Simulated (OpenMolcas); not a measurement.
**Mn⁴⁺ among point charges: CASSCF and CASPT2 levels and susceptibility**

How does a field of 6 point charges split the states of Mn⁴⁺, and what χT follows?

The numbers are computed with OpenMolcas 26.06 (state-averaged CASSCF and CASPT2, spin-orbit coupling by RASSI with atomic mean-field integrals), except any that are marked as measured or tabulated.

**1. Starting point**

| Quantity | Value |
| --- | --- |
| Species | Mn⁴⁺ (manganese, Z = 25, 21 electrons) |
| Basis | ANO-RCC-VDZP [5s4p2d1f], 34 functions |
| Scalar Hamiltonian | DKH2, point nucleus |
| Inactive shells | 1s 2s 2p 3s 3p |
| Active space | 3 electrons in 5 orbitals (3d) |
| Some configurations of this space | 3d³ |
| Orbitals | optimised for each spin and parity, averaged over all roots |

Outer shells as boxes (Hund's rule):

3d3
```
3d [↑ ][↑ ][↑ ][  ][  ]
```

The ion sits among 6 point charges of -2.2 e arranged as an octahedron (Oh), 1.92 Å from the ion.

Each step is its own input file, run in one work folder so that later steps find the files of earlier ones. Labels, J, g values, rates, χT and fits are worked out afterwards by a script from the matrices that RASSI stores. The input lists half of the charges; inversion (Group=XYZ) makes the rest.

**2. GATEWAY and SEWARD: basis and integrals**

The input, a.inp:

```
&GATEWAY
Coord
1

Mn 0.0 0.0 0.0
Basis=ANO-RCC-VDZP
Group=XYZ
NoMove
AngMom=0.0 0.0 0.0
AMFI
XField
3 Angstrom 0
1.920000 0.000000 0.000000 -2.200000
0.000000 1.920000 0.000000 -2.200000
0.000000 0.000000 1.920000 -2.200000
&SEWARD
```

**3. Reference wave functions, quartets of even parity, 10 roots**

The input, a.inp:

```
&RASSCF
FileOrb=start.orb
Symmetry=1
Spin=4
nActEl=3 0 0
Inactive=3 6
Ras2=5 0
CIRoot=10 10 1
SDav=10
CIMx=300
Iter=120 100
PrWF=0.3
OrbListing=Nothing
MaxOrb=0
>>> COPY $Project.JobIph JOB001
```

start.orb holds the contracted functions of the basis, ordered by shell, or the orbitals of the step before.

**4. Reference wave functions, doublets of even parity, 40 roots**

The input, a.inp:

```
&RASSCF
FileOrb=start.orb
Symmetry=1
Spin=2
nActEl=3 0 0
Inactive=3 6
Ras2=5 0
CIRoot=40 40 1
SDav=40
CIMx=300
Iter=120 100
PrWF=0.3
OrbListing=Nothing
MaxOrb=0
>>> COPY $Project.JobIph JOB002
```

**5. RASSI: spin-orbit coupling between the states**

The input, a.inp:

```
&RASSI
NrOfJobIphs=2 10 40
1 2 3 4 5 6 7 8 9 10
1 2 3 4 5 6 7 8 9 10 11 12 13 14 15 16 17 18 19 20 21 22 23 24 25 26 27
28 29 30 31 32 33 34 35 36 37 38 39 40
IphNames
JOB001
JOB002
EJob
SpinOrbit
DIPRint=1.0
SOCoupling=1000.0
Subsets=2
Property=9
'ANGMOM' 1 'ANGMOM' 2 'ANGMOM' 3 'MLTPL  1' 1 'MLTPL  1' 2 'MLTPL  1' 3
'AMFI' 1 'AMFI' 2 'AMFI' 3
SOProperty=3
'ANGMOM' 1 'ANGMOM' 2 'ANGMOM' 3
```

**6. CASPT2: IPEA 0.25, imaginary shift 0.1 (closed shells correlated: 3s 3p)**

The input, a.inp:

```
>>> COPY JOB001 $Project.JobIph
&CASPT2
Multistate=10 1 2 3 4 5 6 7 8 9 10
NoMult
Frozen=2 3
IPEA=0.25
Imaginary=0.1
MaxIter=60
WThr=0.0 0.3 0.05
PrWF=0.5
NoMix
>>> COPY JOB002 $Project.JobIph
&CASPT2
Multistate=40 1 2 3 4 5 6 7 8 9 10 11 12 13 14 15 16 17 18 19 20 21 22
23 24 25 26 27 28 29 30 31 32 33 34 35 36 37 38 39 40
NoMult
Frozen=2 3
IPEA=0.25
Imaginary=0.1
MaxIter=60
WThr=0.0 0.3 0.05
PrWF=0.5
NoMix
```

(Steps that only read results are left out.)

**Question.** What will these runs give? Wanted: spin-free ground state; first state of the same spin within the active space; lowest level; next level.

As calculated:

```
                                            quantity                                                                        value
                                              method  SS-CASPT2, IPEA 0.25, imaginary shift 0.1 (closed shells correlated: 3s 3p)
                              spin-free ground state                                              4A2, 1-fold in its orbital part
first state of the same spin within the active space                                                             4T2 at 3210 cm⁻¹
                                        lowest level                                                                    4-fold Γ8
                                          next level                                                                  3114.9 cm⁻¹
                                         χT at 300 K                                                               1.44 cm³ K/mol
                           effective moment at 300 K                                                                      3.40 μB
```

Cost by method:

| method | time of its own steps | time with the reference |
| --- | --- | --- |
| A. CASSCF | 7.2 s | 7.2 s |
| B. SS-CASPT2, IPEA 0.25, imaginary shift 0.1, +3s 3p | 1.8 s | 9 s |

Times are of one thread on a shared host.

What this shows: The spin-free ground state (4A2) comes to 100 % from free-ion F terms and keeps the highest spin of the shell. χT at 300 K is 1.44, against 1.88 cm³ K/mol for the spin alone, so spin-orbit coupling lowers it. CASPT2 does not keep the components of a term degenerate, and the means are used. The field of point charges can differ much from that of real complexes. This is an electrostatic model: the charges have no orbitals.
